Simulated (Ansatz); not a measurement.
# F2IIn: the cost of one run

All numbers are computed with Ansatz 0.2.0 through its Python package. Level of theory: PBE/def2-SVP.

### 1 The structure

Bond lengths: F1–In2 2.204 Å, In2–F3 2.167 Å, In2–I4 2.637 Å. Angles: F1–In2–F3 105.9°, F1–In2–I4 125.5°, F3–In2–I4 123.8°.

The script reads f2iin.xyz:

```xyz
4

F     1.20000    0.74960    1.67610
In   -0.13400   -0.09440    0.13820
F     0.72340   -2.00990   -0.40350
I    -1.73390    1.29440   -1.43110
```

### 2 Script

File f2iin_scan.py:

```python
"""Potential curve of F2IIn along one bond."""

import ansatz as az
import numpy as np

BASIS_SET = "def2-SVP"
FUNCTIONAL = "pbe"

geometry = az.Crystal.molecule_from_extxyz("f2iin.xyz")

symbols = [site.symbol for site in geometry.cartesian_sites]
start = np.array([site.position_ang for site in geometry.cartesian_sites])
axis = (start[0] - start[1]) / np.linalg.norm(start[0] - start[1])
moving = [0]
lengths, energies = [1.939, 2.028, 2.116, 2.204, 2.292, 2.38, 2.468, 2.601], []
for length in lengths:
    xyz = start.copy()
    xyz[moving] += (length - np.linalg.norm(start[0] - start[1])) * axis
    point = az.Crystal.molecule()
    for symbol, place in zip(symbols, xyz):
        point = point.atom(symbol, place.tolist())
    calculation = (
        point.calculation()
        .basis(gaussian=BASIS_SET)
        .functional(FUNCTIONAL)
    )
    summary = calculation.run(threads=1, backend="cpu").report
    energies.append(summary["free_energy_ev"])
    print(f"r = {length:6.3f} A  E = {energies[-1]:.5f} eV  <S^2> = {abs(summary['mean_field']['state']['spin_squared']):.3f}")

# quartic fit about the minimum
fit = np.polynomial.Polynomial.fit(lengths, np.array(energies) - min(energies), 4).convert()
roots = [r.real for r in fit.deriv().roots() if abs(r.imag) < 1e-9 and fit.deriv(2)(r.real) > 0]
r_e = min(roots, key=lambda r: abs(r - lengths[int(np.argmin(energies))]))
print(f"minimum of the fit at {r_e:.4f} A, force constant {fit.deriv(2)(r_e):.2f} eV/A^2")
```

### 3 The calls as engine input

The package turns the script's settings into the engine's input (first run):

```yaml
crystal:
  periodic: [false, false, false]
  atoms:
    - { symbol: F, position_ang: [1.0396762507868715, 0.6481657838561616, 1.4912709940668138] }
    - { symbol: In, position_ang: [-0.134, -0.0944, 0.1382] }
    - { symbol: F, position_ang: [0.7234, -2.0099, -0.4035] }
    - { symbol: I, position_ang: [-1.7339, 1.2944, -1.4311] }
basis:
  gaussian:
    orbitals: def2-SVP
hamiltonian:
  xc: pbe
```

### 4 The run

Launch:

```sh
> python f2iin_scan.py
```

Q: Estimate wall time and peak memory on 1 thread of Arm Neoverse V2, shared host.

About 13 s, with a peak of 0.19 GiB.
